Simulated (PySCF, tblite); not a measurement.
**CH₈NP₂Si radical: geometry, infrared bands and EPR parameters**

Aim: predict the infrared bands and EPR parameters of CH₈NP₂Si radical (`C[N][SiH](P)P`).

Computed with tblite 0.8.0 and PySCF 2.14.0, with density-fitted response routines of our own, on a single molecule in the gas phase. Atoms count from 0, in the outputs and in this text.

## Step 1: Starting geometry

13 atoms, charge 0, multiplicity 2; geometry from: force field or distance geometry start.

Bonds of the start (Å): C0–N1 1.47, N1–Si2 1.75, Si2–P3 2.20, Si2–P4 2.22, C0–H5 1.10, C0–H6 1.09, C0–H7 1.10, Si2–H8 1.48, P3–H9 1.42, P3–H10 1.41, P4–H11 1.41, P4–H12 1.41.

## Step 2: Optimising the geometry with GFN2-xTB

What the job is given:

```
{"job": {"kind": "relax", "xc": "GFN2-xTB", "basis": "xTB"}, "charge": 0, "multiplicity": 2}
C      2.099800    -0.477500    -0.357600
N      0.854600     0.208800    -0.739000
Si    -0.305500     0.311800     0.565300
P     -1.305300    -1.629500     0.836600
P     -1.848700     1.736700    -0.161800
H      1.943000    -1.529000    -0.088800
H      2.791300    -0.476400    -1.206000
H      2.633400     0.017200     0.472300
H      0.289600     0.821600     1.819900
H     -2.532800    -1.130800     1.338500
H     -1.748900    -1.774700    -0.491800
H     -0.931800     2.738100    -0.549800
H     -1.943000     1.184300    -1.455600
```

On the command line:

```console
$ OMP_NUM_THREADS=1 python probes_run.py task.json out
```

This one command runs all jobs of the session in turn.

The log of the run:

```text
step      E/eV     max force
  0    -430.86627    3.015
  1    -431.08824    1.355
  2    -431.17251    0.907
  3    -431.19958    0.536
  4    -431.22822    0.347
  5    -431.24098    0.385
  6    -431.25432    0.375
  7    -431.26533    0.346
  8    -431.28001    0.360
  9    -431.29376    0.327
 10    -431.30656    0.300
 11    -431.31652    0.292
 12    -431.32585    0.312
 13    -431.33727    0.333
 14    -431.34606    0.271
 15    -431.35051    0.211
 16    -431.35373    0.175
 17    -431.35653    0.173
 18    -431.35963    0.169
 19    -431.36276    0.129
 20    -431.36565    0.145
 21    -431.36831    0.144
 22    -431.37099    0.160
 23    -431.37369    0.145
 24    -431.37635    0.159
 25    -431.37909    0.129
 26    -431.38178    0.157
 27    -431.38442    0.165
 28    -431.38696    0.121
 29    -431.38908    0.139
 30    -431.39094    0.136
 31    -431.39290    0.133
 32    -431.39509    0.131
 33    -431.39757    0.139
 34    -431.40044    0.152
 35    -431.40415    0.178
 36    -431.40947    0.235
 37    -431.41557    0.226
 38    -431.42016    0.127
 39    -431.42278    0.112
 40    -431.42429    0.105
 41    -431.42550    0.155
 42    -431.42711    0.134
 43    -431.42873    0.069
 44    -431.42937    0.071
 45    -431.42989    0.072
 46    -431.43100    0.085
 47    -431.43249    0.104
 48    -431.43423    0.107
 49    -431.43546    0.081
 50    -431.43620    0.071
 51    -431.43680    0.069
 52    -431.43752    0.070
 53    -431.43839    0.079
 54    -431.43946    0.092
 55    -431.44088    0.099
 56    -431.44278    0.124
 57    -431.44479    0.125
 58    -431.44621    0.087
 59    -431.44686    0.050
 60    -431.44690    0.083
 61    -431.44725    0.034
 62    -431.44738    0.034
 63    -431.44775    0.040
 64    -431.44800    0.037
 65    -431.44822    0.034
 66    -431.44834    0.021
 67    -431.44842    0.018
 68    -431.44848    0.023
 69    -431.44857    0.028
 70    -431.44868    0.028
 71    -431.44876    0.020
 72    -431.44879    0.012
 73    -431.44881    0.010
 74    -431.44884    0.012
 75    -431.44888    0.016
 76    -431.44892    0.015
 77    -431.44895    0.016
 78    -431.44899    0.016
 79    -431.44903    0.019
 80    -431.44910    0.025
 81    -431.44921    0.030
 82    -431.44932    0.022
 83    -431.44940    0.016
 84    -431.44943    0.012
 85    -431.44945    0.016
 86    -431.44948    0.016
 87    -431.44950    0.014
 88    -431.44953    0.014
 89    -431.44956    0.014
 90    -431.44961    0.023
 91    -431.44968    0.029
 92    -431.44977    0.024
 93    -431.44982    0.010
 94    -431.44983    0.010
 95    -431.44984    0.012
 96    -431.44986    0.012
 97    -431.44990    0.017
 98    -431.44997    0.022
 99    -431.45003    0.017
100    -431.45006    0.008
```

It took 0.61 s on 1 thread of Arm Neoverse V2, shared host.

Relaxation path: (not every step is listed)

```
step  energy from step 0 (eV)  largest force (eV/Å)
   0                   0.0000                3.0150
   1                  -0.2220                1.3545
   2                  -0.3062                0.9067
   3                  -0.3333                0.5363
   4                  -0.3620                0.3471
   5                  -0.3747                0.3850
   6                  -0.3881                0.3748
   7                  -0.3991                0.3456
   8                  -0.4137                0.3602
  16                  -0.4875                0.1746
  24                  -0.5101                0.1590
  32                  -0.5288                0.1313
  40                  -0.5580                0.1054
  48                  -0.5680                0.1073
  56                  -0.5765                0.1242
  64                  -0.5817                0.0370
  72                  -0.5825                0.0117
  80                  -0.5828                0.0251
  88                  -0.5833                0.0142
  95                  -0.5836                0.0115
  96                  -0.5836                0.0121
  97                  -0.5836                0.0175
  98                  -0.5837                0.0216
  99                  -0.5838                0.0171
 100                  -0.5838                0.0078
```

Close pairs (by a distance rule), those that changed most:

```
  bond  before (Å)  after (Å)  change (Å)
N1–Si2       1.749      1.644      -0.104
Si2–P3       2.200      2.294      +0.094
Si2–P4       2.223      2.301      +0.079
 C0–N1       1.472      1.418      -0.054
P4–H11       1.412      1.382      -0.030
 P3–H9       1.417      1.388      -0.029
P4–H12       1.410      1.383      -0.027
P3–H10       1.408      1.382      -0.026
```

The end geometry stands in the next job.

## Step 3: Vibrational analysis with GFN2-xTB

What the job is given:

```
{"job": {"kind": "ir", "xc": "GFN2-xTB", "basis": "xTB"}, "charge": 0, "multiplicity": 2}
C      2.210809    -0.390431    -0.479043
N      0.800900    -0.285153    -0.374790
Si    -0.255008     0.184740     0.795082
P     -1.778774    -1.508581     1.067246
P     -1.638212     1.772981    -0.132881
H      2.510498    -1.427086    -0.291792
H      2.505911    -0.146540    -1.503307
H      2.757918     0.247862     0.219204
H     -0.034609     0.696224     2.161094
H     -2.892489    -0.740776     0.756735
H     -1.686887    -2.009033    -0.217827
H     -0.623613     2.515648    -0.706158
H     -1.880832     1.090632    -1.311291
```

The log of the run:

```text
mode    cm-1     km/mol
  1      33.1      1.16
  2      60.6     10.15
  3      66.8      5.83
  4     104.0      0.25
  5     121.5     11.20
  6     134.6      1.61
  7     165.9     38.02
  8     261.7     12.08
  9     385.4     11.62
 10     402.7     29.24
 11     555.1      0.48
 12     570.8     17.27
 13     622.3     27.51
 14     648.0     33.60
 15     665.8     44.15
 16     672.5     37.77
 17     853.3     32.31
 18    1044.8     26.33
 19    1105.2      1.58
 20    1133.7     11.71
 21    1141.7     12.58
 22    1295.0     36.35
 23    1401.8     10.22
 24    1455.7      7.27
 25    1465.8     41.54
 26    2125.3    187.54
 27    2294.0    139.52
 28    2328.8    102.11
 29    2390.3    108.95
 30    2405.6    100.49
 31    2909.0     11.97
 32    2935.5     40.59
 33    2953.4     32.98
```

Wall time 0.42 s (1 thread of Arm Neoverse V2, shared host).

Which atoms move in the most intense modes:

```
cm⁻¹  km/mol                        atoms
 666    44.1  H8 44 %, H10 21 %, H12 18 %
1466    41.5             H6 49 %, H7 35 %
2125   187.5                      H8 96 %
2294   139.5            H9 78 %, H10 19 %
2329   102.1           H12 54 %, H11 43 %
2390   109.0            H10 78 %, H9 19 %
2406   100.5           H11 54 %, H12 43 %
2936    40.6             H7 74 %, H6 16 %
```

## Step 4: g tensor and hyperfine couplings: B3LYP/pcH-1

The job, as its differences from that of step 3:

```diff
@@ -1,2 +1,2 @@
-{"job": {"kind": "ir", "xc": "GFN2-xTB", "basis": "xTB"}, "charge": 0, "multiplicity": 2}
+{"job": {"kind": "epr", "basis": "pcH-1"}, "charge": 0, "multiplicity": 2}
 C      2.210809    -0.390431    -0.479043
```

Method: UKS B3LYP, pcH-1 on C H N P Si, non-relativistic, mean-field spin-orbit, GIAO.

The log of the run:

```text
UKS, coarse grid
  cycle   1  E = -1069.77495393  |g| = 3.99e-01
  cycle   2  E = -1069.45294168  |g| = 8.63e-01
  cycle   3  E = -1069.85087759  |g| = 6.88e-02
  cycle   4  E = -1069.85307969  |g| = 5.99e-02
  cycle   5  E = -1069.85492667  |g| = 1.95e-02
  cycle   6  E = -1069.85521974  |g| = 8.15e-03
  cycle   7  E = -1069.85527974  |g| = 3.28e-03
  cycle   8  E = -1069.85528791  |g| = 4.57e-04
UKS, final grid
  cycle   1  E = -1069.85527496  |g| = 4.84e-04
  cycle   2  E = -1069.85527482  |g| = 7.90e-04
  cycle   3  E = -1069.85527510  |g| = 1.54e-04
  cycle   4  E = -1069.85527512  |g| = 4.70e-05
  cycle   5  E = -1069.85527513  |g| = 2.58e-05
E = -1069.85527513 Eh   <S^2> = 0.7582 (exact 0.7500)
g shifts (ppm)      1          2          3
  rmc          -204       -204       -204
  gc             -2         20         36
  oz_so         316       1796       6133
  total         110       1611       5965
hyperfine (MHz)  atom isotope    a_iso     a_fc   dipolar eigenvalues
    0   13C     -27.62     -27.67     -4.17      1.78      2.39
    1   14N      25.66      25.54    -34.90    -33.00     67.91
    2  29Si      71.09      71.23     -7.72     -1.75      9.47
    3   31P     -29.52     -29.08    -49.61    -43.67     93.28
    4   31P     -20.66     -19.99    -70.20    -64.43    134.63
    5    1H     164.61     164.60     -6.15     -2.80      8.95
    6    1H      55.24      55.22     -5.27     -3.85      9.11
    7    1H      24.11      24.10     -4.49     -3.78      8.27
    8    1H      -7.53      -7.53     -2.22     -1.53      3.75
    9    1H      -4.64      -4.66     -3.68      1.17      2.51
   10    1H       1.32       1.30     -3.70     -0.27      3.98
   11    1H      -6.67      -6.69     -5.02      0.61      4.40
   12    1H      -2.07      -2.09     -4.60      0.38      4.22
```

Wall time 57 s (1 thread of Arm Neoverse V2, shared host); peak memory 0.79 GiB.

Principal g values 2.00243, 2.00393, 2.00828; g(iso) = 2.00488, against 2.00232 for a free electron.

Hyperfine couplings; where a row names several nuclei, a(iso) is their mean (it holds for fast rotation or exchange) and the dipolar term the largest among them:

```
           nuclei  isotope  a(iso) (MHz)  a(iso) (G, at g = 2.0023)  largest dipolar term (MHz)
       H5, H6, H7       1H          81.3                       29.0                         9.1
              Si2     29Si          71.1                       25.4                         9.5
               C0      13C         -27.6                       -9.9                        -4.2
               N1      14N          25.7                        9.2                        67.9
           P3, P4      31P         -25.1                       -9.0                       134.6
               H8       1H          -7.5                       -2.7                         3.7
H9, H10, H11, H12       1H          -3.0                       -1.1                        -5.0
```

Mulliken spin populations:

C0 -0.05; N1 0.76; Si2 -0.08; P3 0.12; P4 0.17; H5 0.07; H6 0.02; H7 0.01; H8 -0.01; H9 0.00; H10 0.00; H11 0.00; H12 0.00

In first order the couplings over 0.8 MHz of 1H, 14N, 31P give 360 distinct lines over 130.3 G, if the averaged nuclei exchange fast.

The fields below are evaluated on a grid from the run's orbitals.

ELF in a plane through or near 7 of the atoms.

Ten even steps from ' ' (0.00) to '@' (1.00):
```
                                                        
                                                        
                                ..::::::..              
                              ..==**####**--            
                              --**%%%%%%##++::          
          ::**##==..          --**==--==**==..          
        ..%%@@@@%%--          --==::**::++**==..        
        --@@@@@@@@++  ::::....++**....::@@@@@@%%--      
          ++%%@@%%++++**##++--++%%##++##@@@@@@@@==      
          ..==..++--%%--**##--..====....==##**--        
          ::++++::++##**####--..++++..                  
          ..--++==::::++++==--##%%##++++++==::          
              ..      ..  ....++==--++..%%%%##==        
                          --**%%**--++..@@@@%%++        
                        ::%%@@@@@@**==**@@@@%%==        
                        ++@@@@@@@@%%++**####++..        
                        ..##@@@@%%--..::--::            
                            ..::..                      
                                                        
                                                        
```
The map spans 11.0 Å across and 10.4 Å up, centred on the molecule. Atoms in the plane (x, y in Å): C0 (-2.3, 0.2), N1 (-0.9, 0.1), P3 (1.8, 1.8), P4 (1.7, -1.7), H5 (-2.6, 1.2), H9 (2.9, 1.0), H11 (0.7, -2.6).

On the surface of density 0.002 e/bohr³ the electrostatic potential runs, from the 1st to the 99th percentile, from -1.20 V near N1 to 1.22 V near Si2.

The spin density lies nearest to N1 58 %; P4 12 %; P3 8 %.

## Step 5: Summary of results

```
                                 quantity                       value
strongest single infrared mode (GFN2-xTB)       2125 cm⁻¹, 188 km/mol
             zero-point energy (GFN2-xTB)               52.5 kcal/mol
                           g(iso) (B3LYP)                     2.00488
                                     ⟨S²⟩          0.758 (exact 0.75)
       largest a(iso) (averaged by class)  1H on H5, H6, H7, 81.3 MHz
    surface potential, 1st and 99th percentile          -1.20 V and 1.22 V
```

**Reading.** The optimisation took 100 steps and gained 0.584 eV; among the close pairs (by a distance rule), N1–Si2 changed most, from 1.749 to 1.644 Å. All 33 modes are real, so the xTB geometry is a minimum. The strongest single mode, at 2125 cm⁻¹, moves mainly H8. GFN2-xTB is a fitted tight-binding method: band positions and strengths are rough. Its intensities can rank the bands wrongly. N1 carries the largest spin population, 0.76 e. The isotropic g lies 2.6 ppt above the free-electron value.
